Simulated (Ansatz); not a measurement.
# C2H4SSi: how energies converge with the basis set

How large a basis does C2H4SSi need? Two functionals are run in growing sets.

Computed with Ansatz 0.2.0, Gaussian basis. Level: one geometry, several basis sets.

Levels to be run: PBE0-D4/def2-SVP; ωB97M-V/def2-SVP; PBE0-D4/def2-QZVPP; ωB97M-V/def2-QZVPP; the functionals' def2-TZVPP values are taken from earlier runs.

### 1 Structure used throughout

All runs share one geometry, relaxed beforehand with PBE0-D4 in a triple-zeta def2 set.

8 atoms, charge 0, spin multiplicity 1.

Atoms are counted from 1 here; the program's logs count them from 0.

Bond lengths: Si1–C2 1.833 Å, Si1–H5 1.484 Å, Si1–H6 1.483 Å, Si1–H7 1.483 Å, C2–C3 1.281 Å, C2–S4 1.900 Å, C3–S4 1.787 Å, C3–H8 1.077 Å. Angles: C2–Si1–H5 108.7°, C2–Si1–H6 108.5°, C2–Si1–H7 108.5°, H5–Si1–H6 110.6°, H5–Si1–H7 110.6°, H6–Si1–H7 109.7°, Si1–C2–C3 159.5°, Si1–C2–S4 135.6°, C3–C2–S4 65.0°, C2–C3–S4 74.5°, C2–C3–H8 147.9°, S4–C3–H8 137.6°, C2–S4–C3 40.5°.

### 2 PBE0-D4 in def2-SVP

Input file in.yaml:

```yaml
crystal:
  periodic: [false, false, false]
  atoms:
    - {symbol: Si, position_ang: [0.040621, 1.231386, -0.370621]}
    - {symbol: C, position_ang: [0.053478, -0.513184, 0.190672]}
    - {symbol: C, position_ang: [-0.276919, -1.747834, 0.278698]}
    - {symbol: S, position_ang: [1.067654, -1.530706, 1.434819]}
    - {symbol: H, position_ang: [-1.023836, 1.396112, -1.391630]}
    - {symbol: H, position_ang: [-0.220306, 2.102029, 0.801190]}
    - {symbol: H, position_ang: [1.369682, 1.551798, -0.945235]}
    - {symbol: H, position_ang: [-0.918274, -2.546701, -0.053692]}
basis:
  gaussian: {orbitals: def2-SVP}
hamiltonian: {xc: pbe0, dispersion: d4}
output: {orbitals: {seedname: orbitals}}
```

On the command line:

```sh
$ ansatz run in.yaml --threads 2 --pin off --events-out ev --progress --plain --max-ram 4352MiB
```

What it wrote:

```text
Functional definition: PBE0
  name "PBE0"
  cite "Adamo & Barone, J. Chem. Phys. 110, 6158 (1999) doi:10.1063/1.478522"
  cite "Perdew, Burke & Ernzerhof, Phys. Rev. Lett. 77, 3865 (1996) doi:10.1103/PhysRevLett.77.3865"
  parent pbe
  parameter a = 0.25
  parameter kappa = 0.804
  parameter beta = 0.06672455060314922
  exchange = (1 - a)*pbe_x(kappa = kappa, mu = beta*pi^2/3) + a*exact_x
  correlation = pbe_c(beta = beta)
820 factors; integrals over basis functions are off by at most 1.2e-3 eV
mean field evaluation 1: about -20829.2168 eV, gradient 3.3e1 eV
mean field evaluation 2: about -20826.1824 eV, gradient 4.6e1 eV
mean field evaluation 4: about -20832.0515 eV, gradient 3.8e0 eV
mean field evaluation 8: about -20832.1844 eV, gradient 9.8e-2 eV
mean field evaluation 16: about -20832.1844 eV, gradient 1.7e-5 eV
mean field -20832.18442576 eV, -765.5686570848 hartree, gradient 1.7e-5 eV, S^2 0.000000; 0 other end points of the search recorded, 0 dependent functions left out
reference -20832.18444993 eV, -765.5686579730 hartree; 23, 23 occupied and 61, 61 virtual orbitals, 820 factors
Total energy: -20832.34378747 eV, -765.5745135196 hartree
```

Wall time 1.3 s (2 threads of Arm Neoverse V1, shared host).

### 3 ωB97M-V in def2-SVP

in.yaml: that of step 2 with these lines changed.

```diff
@@ -13,3 +13,3 @@
   gaussian: {orbitals: def2-SVP}
-hamiltonian: {xc: pbe0, dispersion: d4}
+hamiltonian: {xc: {name: wB97M-V}}
 output: {orbitals: {seedname: orbitals}}
```

The command is unchanged.

What it wrote, cut to the lines that bear on the results:

```text
Functional definition: wB97M-V
  name "wB97M-V"
  cite "Mardirossian & Head-Gordon, J. Chem. Phys. 144, 214110 (2016) doi:10.1063/1.4952647"
  cite "Becke, J. Chem. Phys. 107, 8554 (1997) doi:10.1063/1.475007"
  cite "Vydrov & Van Voorhis, J. Chem. Phys. 133, 244103 (2010) doi:10.1063/1.3521275"
  # Of w^i u^j: cxij and so on, Table III.
[...]
  gx(w, u) = 1 - cx + cx01*u + cx10*w
  gss(w, u) = css00 + css04*u^4 + css10*w + css20*w^2 + css43*w^4*u^3
  gos(w, u) = cos00 + cos10*w + (cos20 + cos21*u)*w^2 + (cos60 + cos61*u)*w^6
[...]
      + integral(e_c_pw_mod_opposite_spin*gos(b97_w_opposite, b97_u_opposite)) + vv10(b, c)
820 factors; integrals over basis functions are off by at most 1.2e-3 eV
263 factors; integrals over basis functions are off by at most 5.4e-6 eV
[...]
mean field -20839.71306737 eV, -765.8453295609 hartree, gradient 2.0e-5 eV, S^2 0.000000; 0 other end points of the search recorded, 0 dependent functions left out
reference -20839.71310663 eV, -765.8453310039 hartree; 23, 23 occupied and 61, 61 virtual orbitals, 820 factors
Total energy: -20839.71310663 eV, -765.8453310039 hartree
```

Run time: 6 s. Hardware: 2 threads of Arm Neoverse V1, shared host.

### 4 PBE0-D4 in def2-QZVPP

in.yaml: that of step 3 with these lines changed.

```diff
@@ -12,4 +12,4 @@
 basis:
-  gaussian: {orbitals: def2-SVP}
-hamiltonian: {xc: {name: wB97M-V}}
+  gaussian: {orbitals: "def2-QZVPP.json"}
+hamiltonian: {xc: pbe0, dispersion: d4}
 output: {orbitals: {seedname: orbitals}}
```

Launched as before.

What it wrote:

```text
Functional definition: PBE0
  name "PBE0"
  cite "Adamo & Barone, J. Chem. Phys. 110, 6158 (1999) doi:10.1063/1.478522"
  cite "Perdew, Burke & Ernzerhof, Phys. Rev. Lett. 77, 3865 (1996) doi:10.1103/PhysRevLett.77.3865"
  parent pbe
  parameter a = 0.25
  parameter kappa = 0.804
  parameter beta = 0.06672455060314922
  exchange = (1 - a)*pbe_x(kappa = kappa, mu = beta*pi^2/3) + a*exact_x
  correlation = pbe_c(beta = beta)
1343 factors; their error is unknown
mean field evaluation 1: about -20835.8034 eV, gradient 5.1e1 eV
mean field evaluation 2: about -20826.0925 eV, gradient 7.6e1 eV
mean field evaluation 4: about -20841.7274 eV, gradient 6.8e0 eV
mean field evaluation 8: about -20841.8356 eV, gradient 1.3e-1 eV
mean field evaluation 16: about -20841.8531 eV, gradient 1.5e-4 eV
mean field -20841.85307407 eV, -765.9239733568 hartree, gradient 3.5e-5 eV, S^2 0.000000; 0 other end points of the search recorded, 0 dependent functions left out
reference -20841.85311198 eV, -765.9239747498 hartree; 23, 23 occupied and 351, 351 virtual orbitals, 1343 factors
Total energy: -20842.01244952 eV, -765.9298302964 hartree
```

Wall time 9 s (2 threads of Arm Neoverse V1, shared host); peak memory 1 GiB.

### 5 ωB97M-V in def2-QZVPP

in.yaml: that of step 4 with these lines changed.

```diff
@@ -13,3 +13,3 @@
   gaussian: {orbitals: "def2-QZVPP.json"}
-hamiltonian: {xc: pbe0, dispersion: d4}
+hamiltonian: {xc: {name: wB97M-V}}
 output: {orbitals: {seedname: orbitals}}
```

Same command.

What it wrote, cut to the lines that bear on the results:

```text
Functional definition: wB97M-V
  name "wB97M-V"
  cite "Mardirossian & Head-Gordon, J. Chem. Phys. 144, 214110 (2016) doi:10.1063/1.4952647"
  cite "Becke, J. Chem. Phys. 107, 8554 (1997) doi:10.1063/1.475007"
  cite "Vydrov & Van Voorhis, J. Chem. Phys. 133, 244103 (2010) doi:10.1063/1.3521275"
  # Of w^i u^j: cxij and so on, Table III.
[...]
  gx(w, u) = 1 - cx + cx01*u + cx10*w
  gss(w, u) = css00 + css04*u^4 + css10*w + css20*w^2 + css43*w^4*u^3
  gos(w, u) = cos00 + cos10*w + (cos20 + cos21*u)*w^2 + (cos60 + cos61*u)*w^6
[...]
      + integral(e_c_pw_mod_opposite_spin*gos(b97_w_opposite, b97_u_opposite)) + vv10(b, c)
1295 factors; their error is unknown
300 factors; integrals over basis functions are off by at most 2.3e-5 eV
[...]
mean field -20849.42676926 eV, -766.2023015213 hartree, gradient 3.7e-5 eV, S^2 0.000000; 0 other end points of the search recorded, 0 dependent functions left out
reference -20849.42683066 eV, -766.2023037776 hartree; 23, 23 occupied and 351, 351 virtual orbitals, 1295 factors
Total energy: -20849.42683066 eV, -766.2023037776 hartree
```

It took 23 s on 2 threads of Arm Neoverse V1, shared host; peak memory 1.2 GiB.

### 6 Functionals by basis

The def2-TZVPP values come from earlier runs at the same geometry.

```
functional       basis  functions  energy (eV)  from the largest (eV)  HOMO (eV)  LUMO (eV)
   PBE0-D4    def2-SVP         84  -20832.3438                  9.669      -5.53      -0.98
   PBE0-D4  def2-TZVPP        202  -20841.2915                  0.721      -5.66      -1.12
   PBE0-D4  def2-QZVPP        374  -20842.0124                  0.000      -5.71      -1.18
   ωB97M-V    def2-SVP         84  -20839.7131                  9.714      -7.68       1.24
   ωB97M-V  def2-TZVPP        202  -20848.7520                  0.675      -7.83       1.01
   ωB97M-V  def2-QZVPP        374  -20849.4268                  0.000      -7.88       0.92
```

### 7 What came out

| quantity | value |
| --- | --- |
| PBE0-D4: double and triple zeta above quadruple | 9.67, 0.72 eV |
| ωB97M-V: double and triple zeta above quadruple | 9.71, 0.67 eV |

**Reading.** For PBE0-D4 the step from double to triple zeta gains 8.95 eV and the next only 0.72 eV. These are total energies; as a rule much of such shifts cancels in differences, which this series doesn't test.

For PBE0-D4 the largest set took about 7 times as long as the smallest (9 s against 1.3 s).
